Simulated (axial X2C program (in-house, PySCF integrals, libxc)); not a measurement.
# CuF⁺: properties at the nuclei

Wanted for CuF⁺: properties at the nuclei, at the two-component level.

Computed with an in-house X2C program for linear molecules on PySCF integrals. Level: two-component X2C with atomic mean-field terms, Cu dyall-acv3z, F dyall-av3z.

All values are calculated.

### 1 Set-up

File task.json:

```json
{"zs": [29, 9], "q": 1, "bas": ["dyall-acv3z", "dyall-av3z"], "r0": 1.76, "levels": ["PBE0", "HF", "B3LYP"], "nst": 1, "ff": 1, "thr": -3.5, "nmax": 130, "opt": {"ecut": 60}}
```

Keys: zs atomic numbers; q charge; bas basis sets; r0 starting distance in Å; levels methods (HF also brings MP2); nst determinants followed; ff finite-field run; thr threshold in hartree for freezing inner shells (an s shell follows its p shell); nmax most natural virtual spinors; ecut virtual cutoff in hartree.

On the command line:

```sh
$ python soeom.py task.json out
```

Further steps of the session: Expectation values, lowest determinant; Finite-field coupled cluster.

Q: Predict the outcome of this session. Wanted: lowest determinant; Eeff magnitude; Ws magnitude Cu; A∥/gI Cu; qzz Cu (for each run or level that gives them).

As calculated:

| quantity | value |
| --- | --- |
| lowest determinant | Ω = 1/2 (excess of +ω over −ω: ω = 1/2) |
| Eeff magnitude (GV/cm), PBE0 | 0.798 |
| Ws magnitude Cu (kHz), PBE0 | 0.533 |
| A∥/gI Cu (MHz), PBE0 | 1140 |
| qzz Cu (a.u.), PBE0 | 2.13 |
| Eeff magnitude (GV/cm), CCSD(T) | 0.709 |
| Ws magnitude Cu (kHz), CCSD(T) | 0.474 |
| A∥/gI Cu (MHz), CCSD(T) | 1040 |
| qzz Cu (a.u.), CCSD(T) | 2.53 |

**Reading.** In the first state, the effective field runs from 0.474 to 0.807 GV/cm over the mean-field levels. The expectation values come from single determinants, which for open shells can mix terms of unlike spin or miss the lowest Ω, so a determinant need not be a state. Eeff is the effective electric field on the electron dipole moment in this Ω state and Ws the scalar–pseudoscalar constant (defined with the proton number Z and per Ω); A∥ is the parallel hyperfine constant, which follows by multiplying with the nuclear g factor gI = μI/(I μN); qzz is the electric field gradient, eQq0 = 234.96 MHz × Q/barn × qzz. The operators were transformed with the bare-nucleus X2C matrices. Correlation of the inner shells is missing, which matters for properties at the nucleus.
